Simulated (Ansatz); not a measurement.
# Be3CdSe: what a guessed cell relaxes into

Aim: relax a trial structure of Be3CdSe and see where it ends.

Program: Ansatz 0.2.0. Level of theory: DFT PBE, scalar-relativistic, plane waves, PAW. These are calculated values, not measurements.

## Step 1: Starting point

It takes space group Pm-3m (No. 221, cubic). The conventional cell has a = 3.913 Å, b = 3.913 Å, c = 3.913 Å, α = 90.00°, β = 90.00°, γ = 90.00°. Be (site symmetry 4/mmm) has 2 Se at 1.96 Å as nearest neighbours. Cd (site symmetry m-3m) is surrounded by 12 Be at 2.77 Å. Se (site symmetry m-3m) has 6 Be at 1.96 Å as nearest neighbours.

As a file:

```
CELL_PARAMETERS angstrom
3.91260 0.00000 0.00000
0.00000 3.91260 0.00000
0.00000 0.00000 3.91260
ATOMIC_POSITIONS crystal
Be 0.00000 0.50000 0.50000
Be 0.50000 0.00000 0.50000
Be 0.50000 0.50000 0.00000
Cd 0.00000 0.00000 0.00000
Se 0.50000 0.50000 0.50000
```

The cell is invented: species swapped into a database cell of RbMgF3 (Pm-3m, No. 221), with Cd on the Rb sites, Se on the Mg sites and Be on the F sites. Lengths come from tabulated atomic sizes and are only a guess.

## Step 2: Probe: one point on a coarse mesh

File input.yaml:

```yaml
crystal:
  lattice:
    - [3.9126021, 0.0, 0.0]
    - [0.0, 3.9126021, 0.0]
    - [0.0, 0.0, 3.9126021]
  atoms:
    - { symbol: Be, position: [0.0, 0.5, 0.5] }
    - { symbol: Be, position: [0.5, 0.0, 0.5] }
    - { symbol: Be, position: [0.5, 0.5, 0.0] }
    - { symbol: Cd, position: [0.0, 0.0, 0.0] }
    - { symbol: Se, position: [0.5, 0.5, 0.5] }
basis:
  ecutwfc: 420
kpoints:
  mp_grid: { grid: [4, 4, 4] }
hamiltonian:
  xc: pbe
scf:
  occupations: { method: gaussian, width: 0.1 }
  lower_state_search: "off"
output:
  forces: true
  stress: true
  eigenvalues: true
```

Launch:

```
> ansatz run input.yaml --threads 1 --pin off --max-ram 2560MiB --backend cpu --events-out ev --progress --plain --runs-dir out
```

Further runs follow: rough relaxation on the coarse mesh; final relaxation.

What does the calculation give? Wanted: conventional cell; volume; energy over the elements; gap on the mesh.

As calculated:

| quantity | value |
| --- | --- |
| symmetry at the end (tolerance 0.05 Å) | space group Pm-3m (No. 221) |
| conventional cell | a = 4.400 Å, b = 4.400 Å, c = 4.400 Å, α = 90.00°, β = 90.00°, γ = 90.00° |
| volume | 17.03 Å³/atom |
| energy over the elements | +0.90 eV/atom |
| gap on the mesh | none (metal) |

In words: The space group Pm-3m (No. 221) is kept, and the volume per atom grows by 42.2 % from the first guess. The formation energy is positive, so the separate elements lie lower. No finished test with a distortion of lower symmetry is shown, so the end may be a saddle point. The final runs have no spin polarisation, so no magnetic state was tried and one may lie lower.
